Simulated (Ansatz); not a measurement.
# C2H5FSi: a ladder of functionals and wavefunction methods

Aim: compute C2H5FSi with functionals from several rungs and with coupled cluster, and see how far each lands from CCSD(T) at the basis-set limit for the atomisation energy.

Computed with Ansatz 0.2.0, Gaussian basis. Level: functionals in def2-TZVPP, the program's frozen cores in correlated methods.

The runs, in order: LDA (SPW92), PBE-D4, revPBE-D4, BLYP-D4, r2SCAN-D4, B97M-V, PBE0-D4, B3LYP-D4, r2SCANh-D4, r2SCAN0-D4, HSE06-D4, BHLYP-D4, CAM-B3LYP-D4, LC-ωPBE, ωB97X-V, ωB97M-V, B2PLYP, PBE-QIDH; CCSD(T)/def2-SVP; CCSD(T)/def2-TZVPP; MP2/def2-QZVPP; extrapolation to the limit; RPA on PBE.

## 1. The geometry

The geometry comes from an earlier relaxation with PBE0-D4 in a triple-zeta def2 set; it is a stationary point, not always the lowest conformer.

9 atoms, charge 0, spin multiplicity 1.

Atoms are counted from 1 here; the program's logs count them from 0.

Bond lengths: C1–C2 1.523 Å, C1–H5 1.091 Å, C1–H6 1.093 Å, C1–H7 1.093 Å, C2–Si3 1.891 Å, C2–H8 1.106 Å, C2–H9 1.099 Å, Si3–F4 1.621 Å. Angles: C2–C1–H5 111.2°, C2–C1–H6 111.9°, C2–C1–H7 111.2°, H5–C1–H6 107.9°, H5–C1–H7 107.0°, H6–C1–H7 107.4°, C1–C2–Si3 119.6°, C1–C2–H8 110.7°, C1–C2–H9 112.0°, Si3–C2–H8 102.3°, Si3–C2–H9 107.2°, H8–C2–H9 103.6°, C2–Si3–F4 100.1°.

## 2. LDA

This LDA is Slater exchange with PW92 correlation.

File in.yaml:

```yaml
crystal:
  periodic: [false, false, false]
  atoms:
    - {symbol: C, position_ang: [-0.384788, 0.808213, -0.298185]}
    - {symbol: C, position_ang: [0.090688, -0.249101, 0.690152]}
    - {symbol: Si, position_ang: [1.193509, -1.662059, 0.086432]}
    - {symbol: F, position_ang: [0.886099, -1.602081, -1.503608]}
    - {symbol: H, position_ang: [-0.878854, 0.351501, -1.157447]}
    - {symbol: H, position_ang: [-1.087316, 1.508164, 0.161089]}
    - {symbol: H, position_ang: [0.453308, 1.392506, -0.685309]}
    - {symbol: H, position_ang: [-0.769143, -0.791281, 1.126040]}
    - {symbol: H, position_ang: [0.584998, 0.197737, 1.563835]}
basis:
  gaussian: {orbitals: def2-TZVPP}
hamiltonian: {xc: lda}
output: {orbitals: {seedname: orbitals}}
```

After this run come: PBE-D4 (GGA); revPBE-D4 (GGA); BLYP-D4 (GGA); r2SCAN-D4 (meta-GGA); B97M-V (meta-GGA); PBE0-D4 (hybrid); B3LYP-D4 (hybrid); r2SCANh-D4 (hybrid); r2SCAN0-D4 (hybrid); HSE06-D4 (hybrid); BHLYP-D4 (hybrid); CAM-B3LYP-D4 (range-separated); LC-ωPBE-D4 (range-separated); ωB97X-V (range-separated); ωB97M-V (range-separated); B2PLYP (double hybrid); PBE-QIDH (double hybrid); CCSD(T) in def2-SVP; CCSD(T) in def2-TZVPP; MP2 in def2-QZVPP; RPA on PBE orbitals.

**Question.** What will the summary of the whole plan be? Wanted: atomisation energy, CCSD(T)/CBS; farthest beyond LDA; mean size of error, GGA; mean size of error, meta-GGA; mean size of error, hybrid; mean size of error, range-separated; mean size of error, double hybrid; gap, smallest and largest; T1 diagnostic.

As calculated:

| quantity | value |
| --- | --- |
| atomisation energy, CCSD(T)/CBS | 3428.4 kJ/mol |
| functionals within 17.1 kJ/mol (0.5 %) | BLYP-D4, r2SCAN-D4, B97M-V, PBE0-D4, B3LYP-D4, HSE06-D4, CAM-B3LYP-D4, ωB97X-V, ωB97M-V |
| farthest beyond LDA | BHLYP-D4 (-94.4 kJ/mol) |
| mean size of error, GGA | 29.6 kJ/mol |
| mean size of error, meta-GGA | 6.8 kJ/mol |
| mean size of error, hybrid | 31.4 kJ/mol |
| mean size of error, range-separated | 11.9 kJ/mol |
| mean size of error, double hybrid | 33.0 kJ/mol |
| gap, smallest and largest | 2.41 eV (LDA (SPW92)), 9.26 eV (LC-ωPBE) |
| T1 diagnostic | 0.0128 |
| triples share of the correlation energy | 3.5 % |

What this shows: The LDA atomisation energy is off by 457.3 kJ/mol (13 %): it overbinds. PBE-D4 is off by +49.5 kJ/mol. Double hybrids carry the basis error of their MP2 part in triple zeta, and no dispersion term here, so their miss is partly the set-up's. The rungs meta-GGA, range-separated miss on average by less than the doubt on the reference (17.1 kJ/mol), so they tie. Misses under about 17.1 kJ/mol are within the doubt on the reference itself, which lacks core-valence correlation, relativity and higher excitations. Hartree-Fock recovers 75 % of the binding; the rest is correlation. CCSD(T) in def2-SVP is off by -183.7 kJ/mol, which most functionals beat. Orbital gaps span 2.4 to 9.3 eV; exact exchange widens them. The restricted reference is unstable towards a spin-broken one.
